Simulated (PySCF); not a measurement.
# AlBr₂H₄N: core binding energies at several levels of theory, part 2 of 2

PySCF 2.14.0. Atoms count from 0. Earlier steps stand in the parts before.

## (7) X-ray photoelectron lines: SCAN, X2C

The job: settings as JSON, then the geometry in Å.

```
{"job": {"kind": "xps", "basis": "pcX-1"}, "charge": 0, "multiplicity": 1}
N     -1.005674    -0.000292     0.021081
Al     1.018276    -0.005851     0.203924
Br     1.429132     1.920597    -0.967518
Br     1.419590    -1.937930    -0.960963
H     -1.429220     0.849471     0.399766
H     -1.446671    -0.807682     0.467073
H     -1.234094    -0.038446    -0.975309
H      1.300659     0.001222     1.759209
```

Method: delta-SCF UKS SCAN, pcX-1 on the ionised atom, pcseg-1 elsewhere, spin-free X2C.

Standard output:

```text
ground state, core basis on atom 0 (N), 116 functions
  cycle   1  E = -5497.36807031  |g| = 3.75e-01
  cycle   2  E = -5497.36941414  |g| = 3.96e-01
  cycle   3  E = -5497.41017412  |g| = 5.94e-02
  cycle   4  E = -5497.41118923  |g| = 1.46e-02
  cycle   5  E = -5497.41124115  |g| = 4.59e-03
  cycle   6  E = -5497.41124970  |g| = 1.96e-03
  cycle   7  E = -5497.41124790  |g| = 3.80e-04
  E(ground) = -5497.73928065 Eh
hole in N 1s of atom 0
  cycle   1  E = -5481.73115181  |g| = 1.85e+00
  cycle   2  E = -5473.54733101  |g| = 3.47e+00
  cycle   3  E = -5482.10989914  |g| = 6.22e-01
  cycle   4  E = -5482.33931218  |g| = 3.27e-01
  cycle   5  E = -5482.39566984  |g| = 1.13e-01
  cycle   6  E = -5482.40412660  |g| = 3.58e-02
  cycle   7  E = -5482.40501421  |g| = 5.42e-03
  cycle   8  E = -5482.40503312  |g| = 1.57e-03
  cycle   9  E = -5482.40503488  |g| = 6.77e-04
  cycle  10  E = -5482.40503619  |g| = 1.88e-04
  E(ion) = -5482.73239868 Eh   <S^2> = 0.7640   hole on atom = 1.000   binding energy = 408.358 eV
ground state, core basis on atom 1 (Al), 128 functions
  cycle   1  E = -5497.48684773  |g| = 1.59e-01
  cycle   2  E = -5497.48659220  |g| = 6.59e-02
  cycle   3  E = -5497.48671495  |g| = 5.16e-02
  cycle   4  E = -5497.48728807  |g| = 8.71e-03
  cycle   5  E = -5497.48729931  |g| = 3.92e-04
  E(ground) = -5497.77964917 Eh
hole in Al 1s of atom 1
  cycle   1  E = -5438.86899946  |g| = 3.97e+00
  cycle   2  E = -5438.73331235  |g| = 2.14e+00
  cycle   3  E = -5439.28011246  |g| = 8.89e-01
  cycle   4  E = -5439.80799079  |g| = 3.34e-01
  cycle   5  E = -5439.88035229  |g| = 6.33e-02
  cycle   6  E = -5439.88115251  |g| = 4.52e-02
  cycle   7  E = -5439.88205159  |g| = 6.09e-03
  cycle   8  E = -5439.88207445  |g| = 1.14e-03
  cycle   9  E = -5439.88207778  |g| = 3.06e-04
  E(ion) = -5440.17487790 Eh   <S^2> = 0.7520   hole on atom = 1.000   binding energy = 1567.506 eV
hole in Al 2p of atom 1
  cycle   1  E = -5494.21494275  |g| = 1.08e+00
  cycle   2  E = -5493.93027827  |g| = 1.13e+00
  cycle   3  E = -5494.40130881  |g| = 3.72e-01
  cycle   4  E = -5494.49967664  |g| = 7.66e-02
  cycle   5  E = -5494.50261613  |g| = 3.12e-02
  cycle   6  E = -5494.50302799  |g| = 1.10e-02
  cycle   7  E = -5494.50307808  |g| = 1.33e-03
  cycle   8  E = -5494.50307825  |g| = 2.34e-04
  E(ion) = -5494.80012769 Eh   <S^2> = 0.7517   hole on atom = 1.004   binding energy = 81.077 eV
  2p3/2 = 81.059 eV   2p1/2 = 81.515 eV
```

It took 10 s on 1 thread of Arm Neoverse V1, shared host; peak memory 0.4 GiB.

Binding energies by hole, beside the orbital energy of the ground state; the difference holds orbital relaxation and, for a density functional, its self-interaction error:

```
       hole  stands for                       environment  ΔSCF (eV; 2p as the shell's mean)  −ε (eV)   ⟨S²⟩
  N1s on N0          N0  donor nitrogen of a Lewis adduct                             408.36    388.5  0.764
Al1s on Al1         Al1    aluminium bonded to 2 Br, N, H                            1567.51   1519.0  0.752
Al2p on Al1         Al1    aluminium bonded to 2 Br, N, H                              81.21     71.5  0.752
```

With the spin-orbit splitting: Al1 2p3/2 81.06, 2p1/2 81.51 eV. The table gives each 2p level as the mean over the whole 2p shell (two parts 2p3/2, one part 2p1/2), which differs a little from the single hole in the log.

## (8) X-ray photoelectron lines: SCAN, X2C

The job, as its differences from that of step 7:

```diff
@@ -1,2 +1,2 @@
-{"job": {"kind": "xps", "basis": "pcX-1"}, "charge": 0, "multiplicity": 1}
+{"job": {"kind": "xps", "basis": "def2-TZVP"}, "charge": 0, "multiplicity": 1}
 N     -1.005674    -0.000292     0.021081
```

Method: delta-SCF UKS SCAN, def2-TZVP on the ionised atom, pcseg-1 elsewhere, spin-free X2C.

Standard output:

```text
ground state, core basis on atom 0 (N), 123 functions
  cycle   1  E = -5497.39385324  |g| = 3.94e-01
  cycle   2  E = -5497.39301258  |g| = 4.26e-01
  cycle   3  E = -5497.43867396  |g| = 6.36e-02
  cycle   4  E = -5497.43978434  |g| = 1.53e-02
  cycle   5  E = -5497.43983286  |g| = 5.85e-03
  cycle   6  E = -5497.43983216  |g| = 1.78e-03
  cycle   7  E = -5497.43982939  |g| = 3.54e-04
  E(ground) = -5497.76841102 Eh
hole in N 1s of atom 0
  cycle   1  E = -5481.75937315  |g| = 1.79e+00
  cycle   2  E = -5473.47082453  |g| = 3.26e+00
  cycle   3  E = -5482.08479168  |g| = 6.58e-01
  cycle   4  E = -5482.36506463  |g| = 3.01e-01
  cycle   5  E = -5482.40844025  |g| = 1.16e-01
  cycle   6  E = -5482.41717527  |g| = 3.79e-02
  cycle   7  E = -5482.41817740  |g| = 5.75e-03
  cycle   8  E = -5482.41819199  |g| = 1.60e-03
  cycle   9  E = -5482.41819755  |g| = 6.91e-04
  cycle  10  E = -5482.41820282  |g| = 1.99e-04
  E(ion) = -5482.74570896 Eh   <S^2> = 0.7632   hole on atom = 1.000   binding energy = 408.789 eV
ground state, core basis on atom 1 (Al), 125 functions
  cycle   1  E = -5497.45647334  |g| = 4.57e-02
  cycle   2  E = -5497.45630033  |g| = 4.67e-02
  cycle   3  E = -5497.45684600  |g| = 8.69e-03
  cycle   4  E = -5497.45687545  |g| = 1.48e-03
  cycle   5  E = -5497.45687486  |g| = 8.02e-04
  cycle   6  E = -5497.45687188  |g| = 8.08e-05
  E(ground) = -5497.75029474 Eh
hole in Al 1s of atom 1
  cycle   1  E = -5438.82820905  |g| = 2.90e+00
  cycle   2  E = -5438.63797924  |g| = 1.89e+00
  cycle   3  E = -5439.24932565  |g| = 7.96e-01
  cycle   4  E = -5439.73120870  |g| = 1.92e-01
  cycle   5  E = -5439.75332661  |g| = 5.68e-02
  cycle   6  E = -5439.75466543  |g| = 2.38e-02
  cycle   7  E = -5439.75492904  |g| = 4.39e-03
  cycle   8  E = -5439.75494419  |g| = 9.58e-04
  cycle   9  E = -5439.75494451  |g| = 2.99e-04
  E(ion) = -5440.04844097 Eh   <S^2> = 0.7518   hole on atom = 1.000   binding energy = 1570.147 eV
hole in Al 2p of atom 1
  cycle   1  E = -5494.18710598  |g| = 1.06e+00
  cycle   2  E = -5493.87060661  |g| = 1.11e+00
  cycle   3  E = -5494.34996228  |g| = 4.02e-01
  cycle   4  E = -5494.46813814  |g| = 6.53e-02
  cycle   5  E = -5494.47020481  |g| = 3.07e-02
  cycle   6  E = -5494.47061828  |g| = 8.74e-03
  cycle   7  E = -5494.47065880  |g| = 1.20e-03
  cycle   8  E = -5494.47066061  |g| = 2.66e-04
  E(ion) = -5494.76888456 Eh   <S^2> = 0.7518   hole on atom = 1.004   binding energy = 81.128 eV
  2p3/2 = 81.106 eV   2p1/2 = 81.555 eV
```

It took 12 s on 1 thread of Arm Neoverse V1, shared host; peak memory 0.4 GiB.

The holes in one table. −ε is the ground-state orbital energy:

```
       hole  stands for                       environment  ΔSCF (eV; 2p as the shell's mean)  −ε (eV)   ⟨S²⟩
  N1s on N0          N0  donor nitrogen of a Lewis adduct                             408.79    388.5  0.763
Al1s on Al1         Al1    aluminium bonded to 2 Br, N, H                            1570.15   1519.6  0.752
Al2p on Al1         Al1    aluminium bonded to 2 Br, N, H                              81.26     71.4  0.752
```

With the spin-orbit splitting: Al1 2p3/2 81.11, 2p1/2 81.56 eV. The table gives each 2p level as the mean over the whole 2p shell (two parts 2p3/2, one part 2p1/2), which differs a little from the single hole in the log.

## (9) Core-electron binding energies: SCAN, non-relativistic

The job, as its differences from that of step 8:

```diff
@@ -1,2 +1,2 @@
-{"job": {"kind": "xps", "basis": "def2-TZVP"}, "charge": 0, "multiplicity": 1}
+{"job": {"kind": "xps", "x2c": false}, "charge": 0, "multiplicity": 1}
 N     -1.005674    -0.000292     0.021081
```

Level: delta-SCF UKS SCAN, pcX-2 on the ionised atom, pcseg-1 elsewhere, non-relativistic.

Standard output:

```text
ground state, core basis on atom 0 (N), 137 functions
  cycle   1  E = -5447.37995478  |g| = 3.44e-01
  cycle   2  E = -5447.38054772  |g| = 3.73e-01
  cycle   3  E = -5447.41239749  |g| = 6.30e-02
  cycle   4  E = -5447.41330188  |g| = 2.08e-02
  cycle   5  E = -5447.41339331  |g| = 6.15e-03
  cycle   6  E = -5447.41340583  |g| = 1.78e-03
  cycle   7  E = -5447.41341045  |g| = 3.59e-04
  E(ground) = -5447.73709338 Eh
hole in N 1s of atom 0
  cycle   1  E = -5431.73902956  |g| = 1.85e+00
  cycle   2  E = -5423.45656470  |g| = 3.48e+00
  cycle   3  E = -5432.11742010  |g| = 6.30e-01
  cycle   4  E = -5432.35578558  |g| = 3.23e-01
  cycle   5  E = -5432.40866380  |g| = 1.11e-01
  cycle   6  E = -5432.41658655  |g| = 3.72e-02
  cycle   7  E = -5432.41754488  |g| = 5.66e-03
  cycle   8  E = -5432.41755574  |g| = 1.74e-03
  cycle   9  E = -5432.41756427  |g| = 7.57e-04
  cycle  10  E = -5432.41756782  |g| = 2.04e-04
  E(ion) = -5432.74056555 Eh   <S^2> = 0.7644   hole on atom = 1.000   binding energy = 408.076 eV
ground state, core basis on atom 1 (Al), 148 functions
  cycle   1  E = -5447.43622678  |g| = 3.67e-02
  cycle   2  E = -5447.43619673  |g| = 2.95e-02
  cycle   3  E = -5447.43639015  |g| = 7.82e-03
  cycle   4  E = -5447.43640348  |g| = 2.40e-03
  cycle   5  E = -5447.43640378  |g| = 4.74e-04
  E(ground) = -5447.72593998 Eh
hole in Al 1s of atom 1
  cycle   1  E = -5388.94181846  |g| = 3.95e+00
  cycle   2  E = -5388.72064287  |g| = 2.19e+00
  cycle   3  E = -5389.29945835  |g| = 9.25e-01
  cycle   4  E = -5389.86990181  |g| = 3.55e-01
  cycle   5  E = -5389.94956700  |g| = 6.65e-02
  cycle   6  E = -5389.95035344  |g| = 4.84e-02
  cycle   7  E = -5389.95138829  |g| = 7.63e-03
  cycle   8  E = -5389.95141888  |g| = 1.44e-03
  cycle   9  E = -5389.95142268  |g| = 3.70e-04
  E(ion) = -5390.24015773 Eh   <S^2> = 0.7519   hole on atom = 1.000   binding energy = 1564.268 eV
hole in Al 2p of atom 1
  cycle   1  E = -5444.16620921  |g| = 1.08e+00
  cycle   2  E = -5443.83304576  |g| = 1.18e+00
  cycle   3  E = -5444.34840472  |g| = 3.87e-01
  cycle   4  E = -5444.45215538  |g| = 8.46e-02
  cycle   5  E = -5444.45563847  |g| = 3.19e-02
  cycle   6  E = -5444.45604223  |g| = 1.34e-02
  cycle   7  E = -5444.45612418  |g| = 1.68e-03
  cycle   8  E = -5444.45612817  |g| = 3.39e-04
  E(ion) = -5444.75061039 Eh   <S^2> = 0.7521   hole on atom = 1.004   binding energy = 80.963 eV
  2p3/2 = 80.939 eV   2p1/2 = 81.389 eV
```

Run time: 12 s. Hardware: 1 thread of Arm Neoverse V1, shared host; peak memory 0.45 GiB.

The holes in one table. −ε is the ground-state orbital energy:

```
       hole  stands for                       environment  ΔSCF (eV; 2p as the shell's mean)  −ε (eV)   ⟨S²⟩
  N1s on N0          N0  donor nitrogen of a Lewis adduct                             408.08    388.4  0.764
Al1s on Al1         Al1    aluminium bonded to 2 Br, N, H                            1564.27   1516.0  0.752
Al2p on Al1         Al1    aluminium bonded to 2 Br, N, H                              81.09     71.5  0.752
```

With the spin-orbit splitting: Al1 2p3/2 80.94, 2p1/2 81.39 eV. The table gives each 2p level as the mean over the whole 2p shell (two parts 2p3/2, one part 2p1/2), which differs a little from the single hole in the log.

## (10) Summary of results

The summary covers parts 1 to 2.

| quantity | value |
| --- | --- |
| N1s binding energies, SCAN/pcX-2 | N0 408.28 eV |
| Al1s binding energies, SCAN/pcX-2 | Al1 1567.43 eV |
| Al2p binding energies, SCAN/pcX-2 | Al1 81.05 eV |
| N1s binding energies, B3LYP/pcX-2 | N0 408.20 eV |
| Al1s binding energies, B3LYP/pcX-2 | Al1 1566.28 eV |
| Al2p binding energies, B3LYP/pcX-2 | Al1 80.97 eV |
| N1s binding energies, PBE0/pcX-2 | N0 407.72 eV |
| Al1s binding energies, PBE0/pcX-2 | Al1 1565.47 eV |
| Al2p binding energies, PBE0/pcX-2 | Al1 80.67 eV |
| N1s binding energies, PBE/pcX-2 | N0 407.25 eV |
| Al1s binding energies, PBE/pcX-2 | Al1 1564.34 eV |
| Al2p binding energies, PBE/pcX-2 | Al1 80.31 eV |
| N1s binding energies, HF/pcX-2 | N0 408.21 eV |
| Al1s binding energies, HF/pcX-2 | Al1 1568.27 eV |
| Al2p binding energies, HF/pcX-2 | Al1 80.46 eV |
| N1s binding energies, SCAN/pcX-1 | N0 408.36 eV |
| Al1s binding energies, SCAN/pcX-1 | Al1 1567.51 eV |
| Al2p binding energies, SCAN/pcX-1 | Al1 81.21 eV |
| N1s binding energies, SCAN/def2-TZVP | N0 408.79 eV |
| Al1s binding energies, SCAN/def2-TZVP | Al1 1570.15 eV |
| Al2p binding energies, SCAN/def2-TZVP | Al1 81.26 eV |
| N1s binding energies, SCAN/pcX-2, non-relativistic | N0 408.08 eV |
| Al1s binding energies, SCAN/pcX-2, non-relativistic | Al1 1564.27 eV |
| Al2p binding energies, SCAN/pcX-2, non-relativistic | Al1 81.09 eV |

Single values in the summary come from the first sound run of each kind (SCAN/pcX-2), which need not be the best level.
